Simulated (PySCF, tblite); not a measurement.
**C₆H₁₁N₃Si: geometry, infrared bands and NMR shifts**

What infrared bands and NMR shifts should C₆H₁₁N₃Si (`C[Si](C)(C)c1nccnn1`) show?

Programs: tblite 0.8.0 and PySCF 2.14.0, with density-fitted response routines of our own. Each step states its level of theory. These are calculated values for one molecule in the gas phase, unless marked as measured. Atoms are numbered from 0 throughout.

## (1) Starting geometry

21 atoms, charge 0, multiplicity 1; geometry from: force field or distance geometry start.

Bonds of the start (Å): C0–Si1 1.88, Si1–C2 1.84, Si1–C3 1.89, Si1–C4 1.84, C4–N5 1.37, N5–C6 1.34, C6–C7 1.40, C7–N8 1.33, N8–N9 1.34, N9–C4 1.33, C0–H10 1.11, C0–H11 1.12, C0–H12 1.11, C2–H13 1.14, C2–H14 1.12, C2–H15 1.10, C3–H16 1.09, C3–H17 1.12, C3–H18 1.08, C6–H19 1.09, C7–H20 1.07.

## (2) Optimising the geometry with GFN2-xTB

What the job is given:

```
{"job": {"kind": "relax", "xc": "GFN2-xTB", "basis": "xTB"}, "charge": 0, "multiplicity": 1}
C     -1.722300    -1.128800    -0.830400
Si    -0.931400     0.370000    -0.027500
C     -1.982200     1.132300     1.275000
C     -0.554700     1.545900    -1.460600
C      0.694500    -0.209700     0.603900
N      1.550200    -0.718800    -0.336000
C      2.765200    -1.158100     0.025700
C      3.116900    -1.080000     1.374200
N      2.238800    -0.581000     2.236900
N      1.019100    -0.133400     1.889200
H     -0.917400    -1.554600    -1.466000
H     -2.543600    -0.697900    -1.456300
H     -2.086800    -1.826900    -0.052300
H     -2.672800     1.920900     0.834000
H     -2.721200     0.414700     1.721000
H     -1.415800     1.657100     2.054700
H     -0.278700     2.536100    -1.092300
H      0.278800     1.037800    -2.011200
H     -1.425200     1.508400    -2.103400
H      3.492100    -1.577100    -0.676700
H      4.087400    -1.440000     1.652300
```

On the command line:

```sh
$ OMP_NUM_THREADS=1 python probes_run.py task.json out
```

One launch serves the whole session: the jobs run in the order shown.

**Question.** This job is followed by: GFN2-xTB harmonic vibrations, gas phase; GIAO PBE0/pcSseg-1 NMR shielding, non-relativistic, gas phase. What will the session give for the following? strongest single infrared mode (GFN2-xTB); zero-point energy (GFN2-xTB); ¹³C shifts against TMS (PBE0/pcSseg-1, means over atoms taken as alike); ¹H shifts against TMS (PBE0/pcSseg-1, means over atoms taken as alike); ²⁹Si shifts against TMS (PBE0/pcSseg-1); ¹⁵N shifts against NH3 (PBE0/pcSseg-1); surface potential, 1st and 99th percentile.

As calculated:

| quantity | value |
| --- | --- |
| strongest single infrared mode (GFN2-xTB) | 874 cm⁻¹, 279 km/mol |
| zero-point energy (GFN2-xTB) | 101.5 kcal/mol |
| ¹³C shifts against TMS (PBE0/pcSseg-1, means over atoms taken as alike) | 185.0, 155.8, 151.7, -1.3 ppm |
| ¹H shifts against TMS (PBE0/pcSseg-1, means over atoms taken as alike) | 9.52, 8.68, 0.46 ppm |
| ²⁹Si shifts against TMS (PBE0/pcSseg-1) | -3.8 ppm |
| ¹⁵N shifts against NH3 (PBE0/pcSseg-1) | 490.6, 456.2, 346.4 ppm |
| surface potential, 1st and 99th percentile | -1.74 V and 1.32 V |

**Reading.** Relaxing lowered the energy by 0.734 eV in 99 steps; the close pair that moved most is Si1–C4, from 1.838 to 1.909 Å. The lowest mode is slightly imaginary (3i cm⁻¹), a soft motion within the noise of the Hessian, so the minimum is not strictly shown. The strongest single mode, at 874 cm⁻¹, has its largest shares on H13, Si1, H11 and H18 (the list is cut at 4 atoms). GFN2-xTB is a fitted tight-binding method: band positions and strengths are rough. Its intensities can rank the bands wrongly. At PBE0/pcSseg-1: The largest span, 968 ppm, is at N8, where the paramagnetic term is -544 ppm. NICS(1)zz of -26 ppm above the planar ring from C4 marks a diatropic (aromatic) ring current. At PBE0/pcSseg-1, counted by nearest atom on the grid, the HOMO lies on N8, N9 about 31 % each; N5 17 %, the LUMO on N5, N8 about 26 % each; C6 16 %.
